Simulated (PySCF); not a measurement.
**PbC (triplet) at other levels of theory**

Starting from one script, swap the method and compare what comes out for PbC (triplet).

The runs use PySCF 2.14.0; each script names its method and basis.

4 further runs of the same task are left out: 1 for a known fault of the program, 3 that didn't finish.

## (1) Starting geometry

PbC (triplet): 2 atoms, charge 0, spin multiplicity 3.

Bond lengths: Pb1–C2 1.895 Å.

## (2) Base script

input.py

```python
from pyscf import gto, scf

mol = gto.M(
    atom='Pb 0 0 0; C 0 0 1.895',
    basis='def2-tzvp',
    ecp={'Pb': 'def2-tzvp'},
    charge=0,
    spin=2,
    verbose=4,
)
mf = scf.UHF(mol)
mf = mf.newton()
mf.kernel()
mf.mulliken_pop()
mf.dip_moment()
print('orbital energies (hartree):', [e[max(0, n-3):n+3].round(4) for e, n in zip(mf.mo_energy, mol.nelec)])
```

The run is started by

```console
> python input.py
```

## (3) Lda,vwn (UKS)

Run 1 changes functional: none (Hartree–Fock) → lda,vwn; SCF type: UHF → UKS.

input.py, as its differences from that of step 2:

```diff
@@ -1,2 +1,2 @@
-from pyscf import gto, scf
+from pyscf import gto, dft
 
@@ -10,3 +10,3 @@
 )
-mf = scf.UHF(mol)
+mf = dft.UKS(mol, xc='lda,vwn')
 mf = mf.newton()
```

## (4) MP2

Run 2 changes step after the SCF: analyze → mp2; frozen orbitals: none → 5.

input.py, as its differences from that of step 2:

```diff
@@ -1,2 +1,2 @@
-from pyscf import gto, scf
+from pyscf import gto, scf, mp
 
@@ -13,3 +13,3 @@
 mf.kernel()
-mf.mulliken_pop()
+mp.MP2(mf, frozen=5).kernel()
 mf.dip_moment()
```

## (5) CASCI (ROHF)

Run 3 changes step after the SCF: analyze → casci; SCF type: UHF → ROHF; active space: none → 2 electrons in 4 orbitals.

input.py

```python
from pyscf import gto, scf, mcscf

mol = gto.M(
    atom='Pb 0 0 0; C 0 0 1.895',
    basis='def2-tzvp',
    ecp={'Pb': 'def2-tzvp'},
    charge=0,
    spin=2,
    verbose=4,
)
mf = scf.ROHF(mol)
mf = mf.newton()
mf.kernel()
mc = mcscf.CASCI(mf, 4, 2)
mc.kernel()
mc.analyze()
mf.dip_moment()
print('orbital energies (hartree):', mf.mo_energy[..., max(0, mol.nelec[1]-3):mol.nelec[0]+3].round(4))
```

## (6) O3lyp (UKS)

Run 4 changes functional: none (Hartree–Fock) → o3lyp; SCF type: UHF → UKS.

input.py, as its differences from that of step 2:

```diff
@@ -1,2 +1,2 @@
-from pyscf import gto, scf
+from pyscf import gto, dft
 
@@ -10,3 +10,3 @@
 )
-mf = scf.UHF(mol)
+mf = dft.UKS(mol, xc='o3lyp')
 mf = mf.newton()
```

## (7) RHF

Run 5 changes SCF type: UHF → RHF.

input.py

```python
from pyscf import gto, scf

mol = gto.M(
    atom='Pb 0 0 0; C 0 0 1.895',
    basis='def2-tzvp',
    ecp={'Pb': 'def2-tzvp'},
    charge=0,
    spin=2,
    verbose=4,
)
mf = scf.RHF(mol)
mf = mf.newton()
mf.kernel()
mf.mulliken_pop()
mf.dip_moment()
print('orbital energies (hartree):', mf.mo_energy[..., max(0, mol.nelec[1]-3):mol.nelec[0]+3].round(4))
```

What does the calculation give? Wanted: for each run, E(SCF); from base; gap, α spin; SCF dipole; after the SCF.

**Answer**, as computed:

| run | E(SCF) (hartree) | from base (eV) | cycles | gap, α spin (eV) | SCF dipole (D) | after the SCF |
| --- | --- | --- | --- | --- | --- | --- |
| base | -229.550608 | 0 | 5 macro | 10.55 | 1.49 | n/a |
| lda,vwn (UKS) | -230.172381 | not comparable | 4 macro | 3.01 | 2.53 | n/a |
| MP2 | -229.550608 | 0.0000 | 5 macro | 10.55 | 1.49 | MP2 correlation -12.608 eV, core frozen |
| CASCI (ROHF) | -229.522500 | +0.7649 | 6 macro | n/a | 2.68 | CASCI correlation 0.000 eV (this space leaves nothing to correlate) |
| o3lyp (UKS) | -230.988621 | not comparable | 5 macro | 3.81 | 2.70 | n/a |
| RHF | -229.522500 | +0.7649 | 6 macro | n/a | 2.68 | n/a |

The α-spin gap between the frontier levels is 3.0 eV with lda,vwn (0 % exact exchange) and 3.8 eV with o3lyp (12 %). A lower total energy from another functional means nothing by itself. The dearest run is “o3lyp (UKS)”, at 14 s against 2.6 s.
